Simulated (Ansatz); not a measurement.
Run this with the Python package of Ansatz (0.2.0) and show what comes out.

`smear_ti2cd.py`:
```python
import ansatz as az
from tabulate import tabulate

KMESH = (13, 13, 13)

lattice = az.Lattice.of(
    (-1.4325, 1.4325, 6.71),
    (1.4325, -1.4325, 6.71),
    (1.4325, 1.4325, -6.71),
)
sites = [
    ('Ti', (0.324, 0.324, 0.0)),
    ('Ti', (0.676, 0.676, 0.0)),
    ('Cd', (0.0, 0.0, 0.0)),
]
crystal = az.Crystal(lattice=lattice)
for symbol, position in sites:
    crystal = crystal.atom(symbol, position)

model = crystal.calculation()
model = model.functional(az.Functional.R2SCAN)
model = model.pseudopotentials('paw')
model = model.kpoints(*KMESH)

rows = []
for value in [0.5, 0.3, 0.2, 0.1]:
    data = model.occupations('gaussian', width=value).run().report
    rows.append((value, data['free_energy_ev'] / len(data['lattice']['sites']), data['n_iterations'], data['n_kpoints']))

print(tabulate(rows, headers=['width (eV)', 'F/atom (eV)', 'iterations', 'k-points'], floatfmt='.4f', tablefmt='plain'))

for row in rows[:-1]:
    shift = 1000 * (row[1] - rows[-1][1])
    print(f'{row[0]}: {shift:+.2f} meV/atom' + ('  (within 5 meV)' if abs(shift) < 5 else ''))
```

Output of `python smear_ti2cd.py`:
```text
DeckWarning: basis.ecutwfc = 500 eV, auto-derived from the records' recommended cutoffs: set by Ti (their level for a meta-GGA)
  width (eV)    F/atom (eV)    iterations    k-points
      0.5000     -4425.7759             8         196
      0.3000     -4425.7468             8         196
      0.2000     -4425.7388             8         196
      0.1000     -4425.7341             8         196
0.5: -41.80 meV/atom
0.3: -12.70 meV/atom
0.2: -4.67 meV/atom  (within 5 meV)
```
(Warnings from the package without file and line.)

Going from 0.1 to 0.5 eV changes F by -41.8 meV an atom. With this scheme F falls roughly as the square of the width; the report's estimate for zero width (energy_sigma0_ev) moves by only +5.4 meV.

Caveats:
- The free energy holds a sizeable smearing term, which stands for no physical temperature.
- The narrowest width needs the finest mesh, so the last row is no converged reference.
- The structure is a deposited one; some such entries were measured under pressure or heat, so a shift against it needn't be the functional's error alone.
- Finished in 2.1 min on 1 thread of Arm Neoverse V1, on a shared host, peak memory 0.68 GiB.
